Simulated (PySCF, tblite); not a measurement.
**C₅H₁₂N₂OSi: geometry, infrared bands and NMR shifts**

Wanted: the infrared bands and NMR shifts of C₅H₁₂N₂OSi (`CC(=O)N[C@@H]1CN[SiH2]C1`), by calculation.

Programs: tblite 0.8.0 and PySCF 2.14.0, with density-fitted response routines of our own. Each step states its level of theory. These are calculated values for one molecule in the gas phase, unless marked as measured. Atoms count from 0, in the outputs and in this text.

## Step 1: The starting structure

21 atoms, charge 0, multiplicity 1; geometry from: force field or distance geometry start.

Bonds of the start (Å): C0–C1 1.51, C1–O2 1.24, C1–N3 1.37, N3–C4 1.47, C4–C5 1.56, C5–N6 1.48, N6–Si7 1.74, Si7–C8 1.90, C8–C4 1.54, C0–H9 1.09, C0–H10 1.09, C0–H11 1.08, N3–H12 1.00, C4–H13 1.09, C5–H14 1.09, C5–H15 1.10, N6–H16 1.01, Si7–H17 1.48, Si7–H18 1.47, C8–H19 1.10, C8–H20 1.10.

## Step 2: Relaxing the molecule with GFN2-xTB

What the job is given:

```
{"job": {"kind": "relax", "xc": "GFN2-xTB", "basis": "xTB"}, "charge": 0, "multiplicity": 1}
C      3.262400    -0.140400    -0.326400
C      1.999700    -0.793400     0.180200
O      2.040500    -1.685500     1.042500
N      0.847400    -0.287600    -0.362500
C     -0.478100    -0.773300     0.045500
C     -1.511600    -0.530400    -1.103300
N     -1.884800     0.904400    -1.047500
Si    -1.881000     1.511400     0.586800
C     -0.984600    -0.013600     1.286600
H      3.127500     0.170900    -1.363000
H      3.472500     0.737800     0.286500
H      4.083900    -0.845800    -0.267600
H      0.882500     0.484700    -0.992400
H     -0.392200    -1.843000     0.256900
H     -1.098800    -0.767500    -2.083300
H     -2.397600    -1.150900    -0.919200
H     -2.800700     1.037100    -1.462800
H     -3.296200     1.598200     1.024200
H     -1.090500     2.754900     0.618400
H     -0.183700     0.268100     1.983600
H     -1.725500    -0.619000     1.823600
```

Command:

```bash
OMP_NUM_THREADS=1 python probes_run.py task.json out
```

The driver reads the jobs from task.json and runs them one after another.

**Question.** This job is followed by: GFN2-xTB harmonic vibrations, gas phase; GIAO PBE0/pcSseg-1 NMR shielding, non-relativistic, gas phase. What will the session give for the following? strongest single infrared mode (GFN2-xTB); zero-point energy (GFN2-xTB); 13C shifts against TMS (PBE0/pcSseg-1); 1H shifts against TMS (PBE0/pcSseg-1, means over atoms taken as alike); 17O shifts against H2O (PBE0/pcSseg-1); 15N shifts against NH3 (PBE0/pcSseg-1); 29Si shifts against TMS (PBE0/pcSseg-1); surface potential, 1st and 99th percentile.

As calculated:

| quantity | value |
| --- | --- |
| strongest single infrared mode (GFN2-xTB) | 1750 cm⁻¹, 544 km/mol |
| zero-point energy (GFN2-xTB) | 105.3 kcal/mol |
| 13C shifts against TMS (PBE0/pcSseg-1) | 167.0, 57.5, 48.1, 24.6, 18.4 ppm |
| 1H shifts against TMS (PBE0/pcSseg-1, means over atoms taken as alike) | 5.32, 5.06, 4.95, 4.93, 3.30, 3.14, 1.87, 1.37, 0.96, -0.06 ppm |
| 17O shifts against H2O (PBE0/pcSseg-1) | 415.9 ppm |
| 15N shifts against NH3 (PBE0/pcSseg-1) | 149.1, 18.6 ppm |
| 29Si shifts against TMS (PBE0/pcSseg-1) | -29.3 ppm |
| surface potential, 1st and 99th percentile | -2.10 V and 1.65 V |

**Reading.** The optimisation took 119 steps and gained 0.330 eV; among the close pairs (by a distance rule), C5–N6 changed most, from 1.484 to 1.451 Å. All 57 modes are real, so the xTB geometry is a minimum. The strongest single mode, at 1750 cm⁻¹, moves mainly C1. Unscaled tight-binding wavenumbers are off by several per cent, some by more. Its intensities can rank the bands wrongly. At PBE0/pcSseg-1: The largest span, 729 ppm, is at O2, where the paramagnetic term is -482 ppm.
